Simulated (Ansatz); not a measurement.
# Sn3PbS4: the cost of one run

Program: Ansatz 0.2.0. Level of theory: DFT PBE, scalar-relativistic, plane waves, PAW. These are calculated values, not measurements.

1 further run of the same task is left out (it didn't finish).

## 1. The structure to begin with

It takes space group Cmmm (No. 65, orthorhombic). Conventional cell: a = 8.401 Å, b = 11.881 Å, c = 4.201 Å, α = 90.00°, β = 90.00°, γ = 90.00°. Sn (site symmetry 2/m) has 6 S at 2.97 Å as nearest neighbours. Around Sn (site symmetry mmm) lie 6 S at 2.97 Å. Pb (site symmetry mmm) is surrounded by 6 S at 2.97 Å. S (site symmetry 2mm) is surrounded by 2 Pb at 2.97 Å and 4 Sn at 2.97 Å. Around S (site symmetry m2m) lie 5 Sn at 2.97 Å and 1 Pb at 2.97 Å.

As a file:

```cif
data_structure
_symmetry_space_group_name_H-M 'Cmmm'
_symmetry_Int_Tables_number 65
_cell_length_a 8.4012
_cell_length_b 11.8810
_cell_length_c 4.2006
_cell_angle_alpha 90.000
_cell_angle_beta 90.000
_cell_angle_gamma 90.000
_cell_volume 419.28
loop_
_atom_site_label
_atom_site_type_symbol
_atom_site_symmetry_multiplicity
_atom_site_Wyckoff_symbol
_atom_site_fract_x
_atom_site_fract_y
_atom_site_fract_z
_atom_site_occupancy
Sn1 Sn 4 e 0.25000 0.25000 0.00000 1
Sn2 Sn 2 d 0.00000 0.00000 0.50000 1
Pb1 Pb 2 c 0.50000 0.00000 0.50000 1
S1 S 4 g 0.75000 0.00000 0.00000 1
S2 S 4 j 0.50000 0.75000 0.50000 1
```

The start is an ordering of an alloy on its end members' structure types: elements ordered on the sites of the PbS type, Pb/Sn on Pb (Cmmm, No. 65).

## 2. A first look at the guess

File input.yaml:

```yaml
crystal:
  lattice:
    - [4.20057771, -5.94051397, 0.0]
    - [4.20057771, 5.94051397, 0.0]
    - [0.0, 0.0, 4.20057771]
  atoms:
    - { symbol: Sn, position: [0.0, 0.5, 0.0] }
    - { symbol: Sn, position: [0.0, 0.0, 0.5] }
    - { symbol: Sn, position: [0.5, 0.0, 0.0] }
    - { symbol: Pb, position: [0.5, 0.5, 0.5] }
    - { symbol: S, position: [0.75, 0.75, 0.0] }
    - { symbol: S, position: [0.75, 0.25, 0.5] }
    - { symbol: S, position: [0.25, 0.75, 0.5] }
    - { symbol: S, position: [0.25, 0.25, 0.0] }
basis:
  ecutwfc: 420
kpoints:
  mp_grid: { grid: [4, 4, 4] }
hamiltonian:
  xc: pbe
scf:
  occupations: { method: gaussian, width: 0.1 }
  lower_state_search: "off"
output:
  forces: true
  stress: true
  eigenvalues: true
```

Command:

```bash
$ ansatz run input.yaml --threads 1 --pin off --max-ram 2560MiB --backend cpu --events-out ev --progress --plain --runs-dir out
```

What time and memory should one allow on 1 thread of Intel Xeon Platinum 8259CL at 2.50GHz (Skylake/Cascade Lake), shared host?

About 11 s, with a peak of 0.58 GiB.
